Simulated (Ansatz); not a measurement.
**Ga3Se: equation of state with LDA**

The system is Ga3Se.

```
CELL_PARAMETERS angstrom
4.43246 0.00000 0.00000
0.00000 4.43246 0.00000
0.00000 0.00000 4.43246
ATOMIC_POSITIONS crystal
Se 0.00000 0.00000 0.00000
Ga 0.50000 0.50000 0.00000
Ga 0.50000 0.00000 0.50000
Ga 0.00000 0.50000 0.50000
```

The cell comes from a database or a generator and needn't be the stable form of this composition.

| Item | Value |
| --- | --- |
| Program | Ansatz 0.2.0 |
| Task | equation of state |
| Functional | LDA |
| Potentials or basis | all-electron LAPW, scalar-relativistic |
| Basis error allowed | 0.002 eV/atom |
| k mesh | 6 × 6 × 6 |
| Occupations | fermi-dirac, width 0.05 eV |
| Spin | no spin polarisation |

```json
{
 "Equilibrium volume": "19.36 Å³/atom (rough: see the caveat)",
 "Bulk modulus": "57 GPa (rough)"
}
```

Energy against volume, from the lowest point:
```tsv
volume (Å³/atom)	energy (meV/atom)
20.465	0.00
20.900	8.61
21.335	19.34
21.771	31.90
22.206	46.05
22.642	61.58
23.077	78.26
```

All runs of the series together: 52 s on 2 threads of Arm Neoverse V1, with other jobs on the host.

Caveat: the minimum lies outside the volumes run.
